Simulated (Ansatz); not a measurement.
**AlAsH+ (quintet): the correlation ladder, cc-pVDZ**

An exercise on one series of results from a longer session: the logs are not shown, and one member is left open.

Method: cc-pVDZ, core rule «outside noble gas», up to 19 orbitals frozen; program: Ansatz 0.2.0, Gaussian basis.

To be run: UHF; CCSD(T) on ROHF; CCSD(T) on UHF; BCCD(T) on ROHF; CISD; CCSDT(Q) on ROHF; CCSDT(Q) on UHF.

32 further runs of the same task are left out: 15 for a known fault of the program, 6 that didn't finish, 11 set aside as unsound or not needed.

## The geometry

The geometry is a PBE0/def2-TZVP stationary point (not a proven minimum) of the parent state, kept for this charge and spin. No spin-orbit coupling is included. The filled d shell of As may be among the frozen orbitals whatever the setting's name suggests; the logs give the count.

3 atoms, charge 1, spin multiplicity 5.

Atoms are counted from 1 here; the program's logs count them from 0.

Bond lengths: Al1–As2 2.494 Å, Al1–H3 1.616 Å. Angles: As2–Al1–H3 114.3°.

Set-up of the first run:

in.yaml

```yaml
crystal:
  periodic: [false, false, false]
  atoms:
    - {symbol: Al, position_ang: [0.000000, -0.117481, 1.805728]}
    - {symbol: As, position_ang: [0.000000, 0.024611, -0.684636]}
    - {symbol: H, position_ang: [0.000000, 1.315495, 2.552431]}
basis:
  gaussian: {orbitals: cc-pVDZ}
total_charge: 1
magnetization: {spin_polarized: true, initial_magnetization: 4}
hamiltonian: {xc: hf}
output: {orbitals: {seedname: orbitals}}
```

Launch:

```bash
ansatz run in.yaml --threads 1 --pin off --events-out ev --progress --plain --max-ram 2393MiB
```

Among the steps run: UHF; CCSD(T) on ROHF; CCSD(T) on UHF; BCCD(T) on ROHF; CISD; CCSDT(Q) on ROHF; CCSDT(Q) on UHF.

One of the session's tables, all rows but one given; the rest of the session is left out.

| method | from UCCSDT(Q) (meV) |
| --- | --- |
| ROHF | +3411.1 |
| UHF | +3301.9 |
| RMP2 | +898.6 |
| UMP2 | ? |
| CISD | +243.5 |
| RCCSD | +123.1 |
| UCCSD | +100.7 |
| RCCSD(T) | +45.0 |
| UCCSD(T) | +27.2 |
| BCCD(T) | +43.1 |
| RCCSDT | +20.3 |
| UCCSDT | +3.7 |
| RCCSDT(Q) | +16.6 |
| UCCSDT(Q) | 0 |

**Question.** Estimate the row for UMP2.

**Answer.** from UCCSDT(Q) (meV): +850.9. In the column «from UCCSDT(Q) (meV)» it lies between CISD (+243.5) and RMP2 (+898.6).

To keep in mind: Restricted and unrestricted rows rest on different reference determinants; where their highest levels disagree by more than a few hundredths of an eV, they describe different states and don't form one ladder.
